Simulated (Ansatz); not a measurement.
# CH2BFOS: rotation by 120° about the O1–C2 bond

How high is the barrier for the rotation by 120° about the O1–C2 bond? Relax the two ends, then run a nudged elastic band between them. SMILES of the start: OC1(F)BS1.

Method: RKS PBE0-D4/6-31G*, in Ansatz 0.2.0.

## (1) The structure to begin with

Bond lengths: O1–C2 1.371 Å, C2–F3 1.368 Å, C2–B4 1.539 Å, C2–S5 1.732 Å, B4–S5 1.926 Å, O1–H6 0.945 Å, B4–H7 1.198 Å. Angles: O1–C2–F3 113.9°, O1–C2–B4 118.9°, O1–C2–S5 115.2°, F3–C2–B4 114.8°, F3–C2–S5 115.8°, B4–C2–S5 71.9°, C2–O1–H6 110.6°, C2–B4–S5 58.7°, C2–B4–H7 137.6°, S5–B4–H7 148.6°, C2–S5–B4 49.4°.

Structure file:

```xyz
7

O    -0.5751    0.1192    1.3046
C     0.1340   -0.1616    0.1659
F     0.6480   -1.4291    0.1302
B    -0.3891    0.3608   -1.1842
S     1.1938    1.0984   -0.3718
H    -0.0258    0.0303    2.0683
H    -0.9247   -0.0859   -2.1586
```

## (2) End point A

Contents of input.yaml:

```yaml
crystal:
  periodic: [false, false, false]
  atoms:
    - { symbol: O, position_ang: [-0.5751, 0.1192, 1.3046] }
    - { symbol: C, position_ang: [0.134, -0.1616, 0.1659] }
    - { symbol: F, position_ang: [0.648, -1.4291, 0.1302] }
    - { symbol: B, position_ang: [-0.3891, 0.3608, -1.1842] }
    - { symbol: S, position_ang: [1.1938, 1.0984, -0.3718] }
    - { symbol: H, position_ang: [-0.0258, 0.0303, 2.0683] }
    - { symbol: H, position_ang: [-0.9247, -0.0859, -2.1586] }
basis:
  gaussian: { orbitals: "6-31G*" }
hamiltonian:
  xc: pbe0
  dispersion: d4
relax:
  f_tol: 0.015
  max_steps: 40
```

Started as:

```bash
$ ansatz run input.yaml --threads 1 --pin off --max-ram 2048MiB --backend cpu --events-out ev --progress --plain --runs-dir out
```

The program printed, cut to the lines that bear on the results:

```text
Warning: RAYON_NUM_THREADS=1 ignored (pool sized by the plan → 1); use --threads N
[...]
Functional definition: PBE0
[...]
846 factors; integrals over basis functions are off by at most 3.1e-4 eV
[...]
mean field -17332.32404437 eV, -636.9511603593 hartree, gradient 1.3e-5 eV, S^2 0.000000; 0 other end points of the search recorded, 0 dependent functions left out
[...]
reference -17332.32406277 eV, -636.9511610357 hartree; 23, 23 occupied and 60, 60 virtual orbitals, 846 factors
relax step   1: F+E_penalty+E_count = -17332.44659377 eV  Δ(F+E_penalty+E_count) = +0.000e0 eV  max|allowed force component| = 2.562e0 eV/Å  Δτ_max = 0.0000 Å  (28 SCF iters, accepted)
[...]
relax step   7: F+E_penalty+E_count = -17333.27967995 eV  Δ(F+E_penalty+E_count) = -2.785e-4 eV  max|allowed force component| = 1.926e-2 eV/Å  Δτ_max = 0.0044 Å  (25 SCF iters, accepted)
[...]
relax step   8: F+E_penalty+E_count = -17333.27971078 eV  Δ(F+E_penalty+E_count) = -3.083e-5 eV  max|allowed force component| = 1.028e-2 eV/Å  Δτ_max = 0.0024 Å  (24 SCF iters, accepted)
846 factors; integrals over basis functions are off by at most 2.9e-4 eV
[...]
mean field -17333.15818649 eV, -636.9818145170 hartree, gradient 1.2e-5 eV, S^2 0.000000; 1 other end points of the search recorded, 0 dependent functions left out
[...]
reference -17333.15820503 eV, -636.9818151981 hartree; 23, 23 occupied and 60, 60 virtual orbitals, 846 factors
Total energy: -17333.27972932 eV, -636.9862811334 hartree
Atom 0 at    -0.626253     0.080405     1.300601 Å, force    -0.007470     0.002002     0.007879 eV/Å
Atom 1 at     0.061585    -0.254513     0.199164 Å, force     0.006315    -0.006128    -0.010278 eV/Å
Atom 2 at     0.763477    -1.397844     0.382674 Å, force    -0.003071     0.003180     0.001597 eV/Å
Atom 3 at    -0.264080     0.257863    -1.204604 Å, force    -0.000537     0.000452     0.004294 eV/Å
Atom 4 at     1.158388     1.110154    -0.651821 Å, force    -0.000251     0.000906    -0.000935 eV/Å
Atom 5 at    -0.055704    -0.040550     2.077451 Å, force     0.003188    -0.000292    -0.002232 eV/Å
Atom 6 at    -0.976314     0.176583    -2.149065 Å, force     0.001826    -0.000120    -0.000324 eV/Å
Dipole moment:    -0.028336    -0.048536     0.234903 e Å
```

It took 44 s on 1 thread of Intel Xeon Platinum 8375C at 2.90GHz (Ice Lake), shared host; peak memory 0.18 GiB.

The steps of the relaxation:

```
step  energy from step 1 (eV)  largest force component (eV/Å)
   1                   0.0000                          2.5622
   2                  -0.5706                          1.4130
   3                  -0.6923                          1.2045
   4                  -0.7994                          1.0247
   5                  -0.8318                          0.1384
   6                  -0.8328                          0.0520
   7                  -0.8331                          0.0193
   8                  -0.8331                          0.0103
```

Step 1 is the start.

After: Bond lengths: O1–C2 1.341 Å, C2–F3 1.354 Å, C2–B4 1.529 Å, C2–S5 1.947 Å, B4–S5 1.748 Å, O1–H6 0.971 Å, B4–H7 1.186 Å. Angles: O1–C2–F3 111.4°, O1–C2–B4 124.1°, O1–C2–S5 118.2°, F3–C2–B4 121.2°, F3–C2–S5 111.0°, B4–C2–S5 58.9°, C2–O1–H6 108.9°, C2–B4–S5 72.5°, C2–B4–H7 146.7°, S5–B4–H7 140.7°, C2–S5–B4 48.5°.

## (3) Relaxing end B

The second end starts from a geometry with the move made by hand.

Contents of input.yaml:

```yaml
crystal:
  periodic: [false, false, false]
  atoms:
    - { symbol: O, position_ang: [-0.5751, 0.1192, 1.3046] }
    - { symbol: C, position_ang: [0.134, -0.1616, 0.1659] }
    - { symbol: F, position_ang: [-0.59772, -0.05236, -0.98505] }
    - { symbol: B, position_ang: [1.58845, 0.32987, 0.0549] }
    - { symbol: S, position_ang: [1.17806, -1.53972, 0.26895] }
    - { symbol: H, position_ang: [-0.0258, 0.0303, 2.0683] }
    - { symbol: H, position_ang: [2.19201, 1.18345, -0.53076] }
basis:
  gaussian: { orbitals: "6-31G*" }
hamiltonian:
  xc: pbe0
  dispersion: d4
relax:
  f_tol: 0.015
  max_steps: 40
```

Started as:

```bash
$ ansatz run input.yaml --threads 1 --pin off --max-ram 2048MiB --backend cpu --events-out ev --progress --plain --runs-dir out
```

The program printed, cut to the lines that bear on the results:

```text
Warning: RAYON_NUM_THREADS=1 ignored (pool sized by the plan → 1); use --threads N
[...]
[... 1 set-up line as earlier in the session ...]
[...]
845 factors; integrals over basis functions are off by at most 2.8e-4 eV
[...]
mean field -17332.03363041 eV, -636.9404878431 hartree, gradient 3.3e-5 eV, S^2 0.000000; 0 other end points of the search recorded, 0 dependent functions left out
[...]
reference -17332.03364789 eV, -636.9404884854 hartree; 23, 23 occupied and 60, 60 virtual orbitals, 845 factors
relax step   1: F+E_penalty+E_count = -17332.15686853 eV  Δ(F+E_penalty+E_count) = +0.000e0 eV  max|allowed force component| = 2.674e0 eV/Å  Δτ_max = 0.0000 Å  (27 SCF iters, accepted)
[...]
relax step   3: F+E_penalty+E_count = -17333.08757738 eV  Δ(F+E_penalty+E_count) = -2.286e-1 eV  max|allowed force component| = 1.501e0 eV/Å  Δτ_max = 0.1670 Å  (30 SCF iters, accepted)
[...]
mean field -17333.06809015 eV, -636.9785035376 hartree, gradient 9.0e-6 eV, S^2 0.000000; 1 other end points of the search recorded, 0 dependent functions left out
[...]
reference -17333.06810817 eV, -636.9785041995 hartree; 23, 23 occupied and 60, 60 virtual orbitals, 845 factors
Total energy: -17333.19052542 eV, -636.9830029506 hartree
Atom 0 at    -0.652575     0.054045     1.292883 Å, force    -0.001560    -0.005681     0.000176 eV/Å
Atom 1 at     0.050987    -0.035470     0.159238 Å, force    -0.003715    -0.003874     0.012105 eV/Å
Atom 2 at    -0.809782    -0.133900    -0.845029 Å, force    -0.001581     0.002275    -0.009937 eV/Å
Atom 3 at     1.540825     0.219386    -0.088362 Å, force     0.007002     0.009360    -0.008022 eV/Å
Atom 4 at     1.482452    -1.511393     0.079213 Å, force    -0.000908    -0.003428     0.001157 eV/Å
Atom 5 at    -0.049029     0.229467     2.028466 Å, force     0.000515     0.004454     0.003961 eV/Å
Atom 6 at     2.331022     1.087004    -0.279569 Å, force     0.000247    -0.003104     0.000560 eV/Å
Dipole moment:     0.103014     0.340021     0.357338 e Å
```

Wall time 53 s (1 thread of Intel Xeon Platinum 8375C at 2.90GHz (Ice Lake), shared host); peak memory 0.19 GiB.

Step by step:

```
step  energy from step 1 (eV)  largest force component (eV/Å)
   1                   0.0000                          2.6742
   2                  -0.7022                          1.5694
   3                  -0.9307                          1.5014
   4                  -0.9920                          0.7708
   5                  -1.0163                          0.4166
   6                  -1.0289                          0.2610
   7                  -1.0326                          0.1595
   8                  -1.0334                          0.0763
   9                  -1.0334                          0.1105
  10                  -1.0336                          0.0121
```

Step 1 is the start.

After: Bond lengths: O1–C2 1.337 Å, C2–F3 1.326 Å, C2–B4 1.532 Å, C2–S5 2.058 Å, B4–S5 1.740 Å, O1–H6 0.968 Å, B4–H7 1.189 Å. Angles: O1–C2–F3 107.8°, O1–C2–B4 129.6°, O1–C2–S5 116.6°, F3–C2–B4 121.4°, F3–C2–S5 111.6°, B4–C2–S5 55.7°, C2–O1–H6 109.2°, C2–B4–S5 77.7°, C2–B4–H7 142.5°, S5–B4–H7 139.8°, C2–S5–B4 46.6°.

## (4) Nudged elastic band

crystal.atoms is end A as relaxed above, and neb.final_atoms is end B, turned to lie on A. With 5 inner images the band has 7 in all. The start path is listed, through a guess of the saddle.

Contents of input.yaml:

```yaml
crystal:
  periodic: [false, false, false]
  atoms:
    - { symbol: O, position_ang: [-0.626253, 0.080405, 1.300601] }
    - { symbol: C, position_ang: [0.061585, -0.254513, 0.199164] }
    - { symbol: F, position_ang: [0.763477, -1.397844, 0.382674] }
    - { symbol: B, position_ang: [-0.26408, 0.257863, -1.204604] }
    - { symbol: S, position_ang: [1.158388, 1.110154, -0.651821] }
    - { symbol: H, position_ang: [-0.055704, -0.04055, 2.077451] }
    - { symbol: H, position_ang: [-0.976314, 0.176583, -2.149065] }
basis:
  gaussian: { orbitals: "6-31G*" }
hamiltonian:
  xc: pbe0
  dispersion: d4
neb:
  order_check: false
  images: 5
  f_tol: 0.05
  max_iterations: 60
  final_atoms:
    - { symbol: O, position_ang: [-0.17205751, -0.24560505, 1.50824767] }
    - { symbol: C, position_ang: [0.21192435, -0.43840487, 0.24193429] }
    - { symbol: F, position_ang: [0.89737124, -1.57290899, 0.19474416] }
    - { symbol: B, position_ang: [-0.24313436, 0.27310614, -1.03577783] }
    - { symbol: S, position_ang: [1.23640433, 1.10501017, -0.65369707] }
    - { symbol: H, position_ang: [-0.75977828, 0.52190091, 1.54876824] }
    - { symbol: H, position_ang: [-1.10963077, 0.28899969, -1.84981945] }
  initial_path:
    images:
      - { positions_ang: [[-0.626253, 0.080405, 1.300601], [0.061585, -0.254513, 0.199164], [0.763477, -1.397844, 0.382674], [-0.26408, 0.257863, -1.204604], [1.158388, 1.110154, -0.651821], [-0.055704, -0.04055, 2.077451], [-0.976314, 0.176583, -2.149065]] }
      - { positions_ang: [[-0.58998397, -0.00021329, 1.31810661], [0.09711485, -0.26860696, 0.19083302], [0.74500673, -1.44513561, 0.25022026], [-0.3094836, 0.29179583, -1.16864858], [1.16783002, 1.08687577, -0.51576887], [-0.08153044, 0.14591126, 2.01315307], [-0.96785459, 0.121471, -2.13349551]] }
      - { positions_ang: [[-0.55371493, -0.08083158, 1.33561222], [0.1326447, -0.28270092, 0.18250204], [0.72653646, -1.49242721, 0.11776652], [-0.3548872, 0.32572866, -1.13269315], [1.17727205, 1.06359755, -0.37971675], [-0.10735688, 0.33237252, 1.94885513], [-0.95939519, 0.06635899, -2.11792602]] }
      - { positions_ang: [[-0.5174459, -0.16144987, 1.35311783], [0.16817455, -0.29679488, 0.17417107], [0.70806619, -1.53971882, -0.01468722], [-0.40029081, 0.35966149, -1.09673773], [1.18671407, 1.04031932, -0.24366462], [-0.13318332, 0.51883378, 1.8845572], [-0.95093578, 0.01124699, -2.10235653]] }
      - { positions_ang: [[-0.40231644, -0.1895016, 1.40482778], [0.18275782, -0.34399821, 0.19675881], [0.77116787, -1.55078221, 0.05512324], [-0.34790532, 0.3308097, -1.07641776], [1.20327749, 1.06188294, -0.38034211], [-0.3420483, 0.51985616, 1.77262755], [-1.00383411, 0.10383122, -2.0181775]] }
      - { positions_ang: [[-0.28718698, -0.21755332, 1.45653772], [0.19734108, -0.39120154, 0.21934655], [0.83426956, -1.5618456, 0.1249337], [-0.29551984, 0.30195792, -1.0560978], [1.21984091, 1.08344655, -0.51701959], [-0.55091329, 0.52087853, 1.66069789], [-1.05673244, 0.19641545, -1.93399848]] }
      - { positions_ang: [[-0.17205751, -0.24560505, 1.50824767], [0.21192435, -0.43840487, 0.24193429], [0.89737124, -1.57290899, 0.19474416], [-0.24313436, 0.27310614, -1.03577783], [1.23640433, 1.10501017, -0.65369707], [-0.75977828, 0.52190091, 1.54876824], [-1.10963077, 0.28899969, -1.84981945]] }
```

Started as:

```bash
$ ansatz run input.yaml --threads 1 --pin off --max-ram 2048MiB --backend cpu --events-out ev --progress --plain --runs-dir out
```

The program printed, cut to the lines that bear on the results:

```text
Warning: RAYON_NUM_THREADS=1 ignored (pool sized by the plan → 1); use --threads N
[...]
[... 1 set-up line as earlier in the session ...]
[...]
846 factors; integrals over basis functions are off by at most 3.0e-4 eV
[...]
mean field -17333.15818187 eV, -636.9818143471 hartree, gradient 4.0e-5 eV, S^2 0.000000; 0 other end points of the search recorded, 0 dependent functions left out
[...]
reference -17333.15820052 eV, -636.9818150325 hartree; 23, 23 occupied and 60, 60 virtual orbitals, 846 factors
846 factors; integrals over basis functions are off by at most 2.9e-4 eV
[...]
mean field -17333.06809674 eV, -636.9785037796 hartree, gradient 1.8e-5 eV, S^2 0.000000; 0 other end points of the search recorded, 0 dependent functions left out
[...]
reference -17333.06811503 eV, -636.9785044518 hartree; 23, 23 occupied and 60, 60 virtual orbitals, 846 factors
[...]
NEB iter   8: max|band force component| = 3.598e-2 eV/Å  barrier→ = 0.1881 eV  barrier← = 0.0989 eV  CI = image 3  Δτ_max = 0.0000 Å  (274 SCF iters)
Total energy: -17333.09162898 eV, -636.9793685736 hartree
Atom 0 at    -0.476898    -0.276016     1.406786 Å, force     0.006334     0.004374    -0.009175 eV/Å
Atom 1 at     0.132466    -0.421545     0.196369 Å, force    -0.005735     0.002534     0.005786 eV/Å
Atom 2 at     0.801443    -1.586347     0.179224 Å, force     0.003703    -0.003335    -0.002211 eV/Å
Atom 3 at    -0.277389     0.255114    -1.110674 Å, force     0.001031     0.002510     0.000780 eV/Å
Atom 4 at     1.139992     1.075389    -0.466973 Å, force    -0.002148    -0.004552    -0.000427 eV/Å
Atom 5 at    -0.250313     0.579157     1.792140 Å, force    -0.003693    -0.000623     0.004323 eV/Å
Atom 6 at    -1.008202     0.306346    -2.042473 Å, force     0.000507    -0.000908     0.000926 eV/Å
Dipole moment:    -0.126848     0.306073     0.050119 e Å
this run last wrote the band of iteration 8 to <dir>
```

It took 2.9 min on 1 thread of Intel Xeon Platinum 8375C at 2.90GHz (Ice Lake), shared host; peak memory 0.18 GiB.

## (5) The band, image by image

Images 0 and 6 are the ends. Energies count from image 0; the path length is the program's own measure over all atoms.

```
image  path (Å)  energy (eV)  dihedral H6–O1–C2–S5 (°)  band force (eV/Å)
    0     0.000       0.0000                       -87                  -
    1     0.326       0.0406                       -63              0.002
    2     0.652       0.1321                       -36              0.006
   3*     0.978       0.1881                        -4              0.009
    4     1.231       0.1563                        22              0.019
    5     1.484       0.1073                        44              0.036
    6     1.737       0.0892                        60                  -
```

The star marks the climbing image.

image, energy (eV) and a bar:
```
        0      0.000 
        1      0.041 ######
        2      0.132 #####################
        3      0.188 ##############################
        4      0.156 #########################
        5      0.107 #################
        6      0.089 ##############
```

How the highest energy settled:

```
iteration  highest image above image 0 (eV)  largest band force (eV/Å)
        1                            1.5522                     14.994
        2                            0.3950                      1.408
        3                            0.2244                      0.931
        4                            0.1888                      0.489
        5                            0.1913                      0.221
        6                            0.1888                      0.160
        7                            0.1881                      0.164
        8                            0.1881                      0.036
```

The band as a trajectory file:

```xyz
7
image=0 dE=0.0000
O    -0.626    0.080    1.301
C     0.062   -0.255    0.199
F     0.763   -1.398    0.383
B    -0.264    0.258   -1.205
S     1.158    1.110   -0.652
H    -0.056   -0.041    2.077
H    -0.976    0.177   -2.149
7
image=1 dE=0.0406
O    -0.641   -0.043    1.292
C     0.084   -0.324    0.190
F     0.796   -1.470    0.320
B    -0.272    0.245   -1.183
S     1.134    1.088   -0.560
H    -0.054    0.201    2.023
H    -0.987    0.235   -2.127
7
image=2 dE=0.1321
O    -0.598   -0.168    1.326
C     0.113   -0.382    0.189
F     0.816   -1.536    0.248
B    -0.277    0.242   -1.150
S     1.125    1.077   -0.493
H    -0.117    0.422    1.920
H    -1.000    0.277   -2.086
7
image=3 dE=0.1881
O    -0.477   -0.276    1.407
C     0.132   -0.422    0.196
F     0.801   -1.586    0.179
B    -0.277    0.255   -1.111
S     1.140    1.075   -0.467
H    -0.250    0.579    1.792
H    -1.008    0.306   -2.042
7
image=4 dE=0.1563
O    -0.340   -0.315    1.467
C     0.152   -0.437    0.211
F     0.817   -1.593    0.152
B    -0.274    0.267   -1.079
S     1.150    1.106   -0.495
H    -0.420    0.618    1.699
H    -1.024    0.287   -2.000
7
image=5 dE=0.1073
O    -0.228   -0.295    1.502
C     0.173   -0.448    0.230
F     0.844   -1.592    0.157
B    -0.260    0.278   -1.048
S     1.186    1.129   -0.569
H    -0.598    0.591    1.614
H    -1.055    0.269   -1.932
7
image=6 dE=0.0892
O    -0.172   -0.246    1.508
C     0.212   -0.438    0.242
F     0.897   -1.573    0.195
B    -0.243    0.273   -1.036
S     1.236    1.105   -0.654
H    -0.760    0.522    1.549
H    -1.110    0.289   -1.850
```

## (6) Frequencies at the highest image

The geometry is the highest inner image of the first converged band.

Contents of input.yaml:

```yaml
crystal:
  periodic: [false, false, false]
  atoms:
    - { symbol: O, position_ang: [-0.476898, -0.276016, 1.406786] }
    - { symbol: C, position_ang: [0.132466, -0.421545, 0.196369] }
    - { symbol: F, position_ang: [0.801443, -1.586347, 0.179224] }
    - { symbol: B, position_ang: [-0.277389, 0.255114, -1.110674] }
    - { symbol: S, position_ang: [1.139992, 1.075389, -0.466973] }
    - { symbol: H, position_ang: [-0.250313, 0.579157, 1.79214] }
    - { symbol: H, position_ang: [-1.008202, 0.306346, -2.042473] }
basis:
  gaussian: { orbitals: "6-31G*" }
hamiltonian:
  xc: pbe0
  dispersion: d4
phonons: {}
```

Started as:

```bash
$ ansatz run input.yaml --threads 1 --pin off --max-ram 2048MiB --backend cpu --events-out ev --progress --plain --runs-dir out
```

The program printed, cut to the lines that bear on the results:

```text
Warning: RAYON_NUM_THREADS=1 ignored (pool sized by the plan → 1); use --threads N
[...]
[... 1 set-up line as earlier in the session ...]
[...]
848 factors; integrals over basis functions are off by at most 3.1e-4 eV
[...]
mean field -17332.96949311 eV, -636.9748801632 hartree, gradient 2.0e-5 eV, S^2 0.000000; 0 other end points of the search recorded, 0 dependent functions left out
[...]
reference -17332.96951098 eV, -636.9748808198 hartree; 23, 23 occupied and 60, 60 virtual orbitals, 848 factors
[...]
848 factors; integrals over basis functions are off by at most 3.1e-4 eV
mean field -17332.96946009 eV, -636.9748789498 hartree, gradient 2.0e-6 eV, S^2 0.000000; 0 other end points of the search recorded, 0 dependent functions left out
[...]
reference -17332.96947796 eV, -636.9748796063 hartree; 23, 23 occupied and 60, 60 virtual orbitals, 848 factors
[...]
848 factors; integrals over basis functions are off by at most 3.1e-4 eV
[...]
WARN: phonons: modes at or below zero, which the zero-point energy, F, S and C_V leave out: 1, the lowest at -380.66 cm⁻¹. A minimum has none, and a first-order saddle one
Total energy: -17333.09163578 eV, -636.9793688233 hartree
Atom 0 at    -0.476898    -0.276016     1.406786 Å, force     0.006404     0.004437    -0.009293 eV/Å
Atom 1 at     0.132466    -0.421545     0.196369 Å, force    -0.005806     0.002482     0.005925 eV/Å
Atom 2 at     0.801443    -1.586347     0.179224 Å, force     0.003682    -0.003405    -0.002236 eV/Å
Atom 3 at    -0.277389     0.255114    -1.110674 Å, force     0.001139     0.002540     0.000837 eV/Å
Atom 4 at     1.139992     1.075389    -0.466973 Å, force    -0.002195    -0.004477    -0.000549 eV/Å
Atom 5 at    -0.250313     0.579157     1.792140 Å, force    -0.003737    -0.000664     0.004401 eV/Å
Atom 6 at    -1.008202     0.306346    -2.042473 Å, force     0.000513    -0.000913     0.000914 eV/Å
Dipole moment:    -0.126849     0.306073     0.050118 e Å
Vibrations: -380.66 265.25 317.13 342.17 514.25 587.27 727.64 744.21 898.35 929.18 1158.26 1312.33 1392.80 2781.80 3845.45 cm⁻¹, zero-point energy 0.980473 eV
```

Run time: 2.1 min. Hardware: 1 thread of Intel Xeon Platinum 8375C at 2.90GHz (Ice Lake), shared host; peak memory 0.18 GiB.

Of 15 modes, 1 is imaginary by more than 30 cm⁻¹ (381i cm⁻¹).

## (7) Outcome

| quantity | value |
| --- | --- |
| end A | 7 moves, 0.833 eV lower |
| end B | 9 moves, 1.034 eV lower |
| barrier forwards | 0.188 eV |
| barrier backwards | 0.099 eV |
| second end relative to first | +0.089 eV |
| highest image | 3 of 0 to 6, climbing |
| band iterations | 8 |
| imaginary modes at the top | 381i cm⁻¹ |

In words: Along this path the system climbs 0.19 eV from the first end (7 kT at 300 K); with a typical attempt rate of 10^13 per second that is roughly 10^10 events a second. The second end lies 0.089 eV above the first, so the way back costs 0.099 eV. The listed dihedral goes from -87° at end A through -4° at the highest image to 60° at end B; the relaxed ends differ by 147° in it rather than the 120° set up, and other torsions can move along the band as well. One imaginary mode, as a first-order saddle point has. Zero-point energy and entropy are left out.
